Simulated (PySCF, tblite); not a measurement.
**C₈H₁₅P: infrared bands and NMR shifts**

Aim: predict the infrared bands and NMR shifts of C₈H₁₅P (`C=CP(C)C1CCCC1`).

The runs use tblite 0.8.0 and PySCF 2.14.0, with density-fitted response routines of our own; the level of theory stands in each step. All values are computed, except where a source is named. Atoms count from 0, in the outputs and in this text.

### Step 1. The molecule as given

24 atoms, charge 0, multiplicity 1; geometry from: GFN2-xTB.

Bonds of the start (Å): C0–C1 1.32, C1–P2 1.82, P2–C3 1.85, P2–C4 1.88, C4–C5 1.54, C5–C6 1.53, C6–C7 1.53, C7–C8 1.52, C8–C4 1.54, C0–H9 1.08, C0–H10 1.08, C1–H11 1.08, C3–H12 1.09, C3–H13 1.09, C3–H14 1.09, C4–H15 1.10, C5–H16 1.09, C5–H17 1.09, C6–H18 1.09, C6–H19 1.09, C7–H20 1.09, C7–H21 1.09, C8–H22 1.09, C8–H23 1.09.

### Step 2. Vibrational analysis with GFN2-xTB

Job settings and geometry (Å):

```
{"job": {"kind": "ir", "xc": "GFN2-xTB", "basis": "xTB"}, "charge": 0, "multiplicity": 1}
C      2.695863     1.161877     0.663587
C      1.674437     1.069171    -0.173472
P      1.331096    -0.301183    -1.315240
C      2.101325    -1.719267    -0.409204
C     -0.461399    -0.610022    -0.859335
C     -0.816541    -0.521639     0.640218
C     -1.889047     0.566213     0.749254
C     -2.560892     0.564776    -0.620693
C     -1.381637     0.394012    -1.571937
H      3.406961     0.364322     0.797568
H      2.865399     2.047356     1.256468
H      1.003416     1.911758    -0.298419
H      3.183141    -1.656792    -0.507216
H      1.770475    -2.643845    -0.879202
H      1.825764    -1.723410     0.643761
H     -0.675853    -1.619085    -1.229039
H      0.050224    -0.277017     1.255338
H     -1.212227    -1.478005     0.985789
H     -1.421507     1.536573     0.924918
H     -2.588752     0.373498     1.561698
H     -3.128618     1.474569    -0.812178
H     -3.235613    -0.289226    -0.704643
H     -1.678525     0.043973    -2.559689
H     -0.869226     1.351158    -1.697309
```

**Question.** This job is followed by: GIAO PBE0/pcSseg-1 NMR shielding, non-relativistic, gas phase. Predict these results of the whole session: strongest single infrared mode (GFN2-xTB); zero-point energy (GFN2-xTB); 13C shifts against TMS (PBE0/pcSseg-1, means over atoms taken as alike); 1H shifts against TMS (PBE0/pcSseg-1, means over atoms taken as alike); 31P shifts against H3PO4 (PBE0/pcSseg-1).

As calculated:

```
                                                               quantity                                                     value
                              strongest single infrared mode (GFN2-xTB)                                     2990 cm⁻¹, 117 km/mol
                                           zero-point energy (GFN2-xTB)                                            130.8 kcal/mol
13C shifts against TMS (PBE0/pcSseg-1, means over atoms taken as alike)                  149.1, 128.9, 38.9, 32.2, 31.5, 13.0 ppm
 1H shifts against TMS (PBE0/pcSseg-1, means over atoms taken as alike)  6.68, 6.09, 5.56, 1.92, 1.77, 1.61, 1.53, 1.52, 1.14 ppm
                               31P shifts against H3PO4 (PBE0/pcSseg-1)                                                 -34.6 ppm
```

All 66 modes are real, so the xTB geometry is a minimum. Unscaled tight-binding wavenumbers are off by several per cent, some by more. Its intensities can rank the bands wrongly. The most deshielded carbon is C1 (alkene CH), at 149.1 ppm: the olefinic region. The most deshielded hydrogen is H11 (hydrogen on an alkene CH), at 6.68 ppm: olefinic region. At PBE0/pcSseg-1: Shielding is most anisotropic at C1 (span 254 ppm, paramagnetic term -226 ppm).
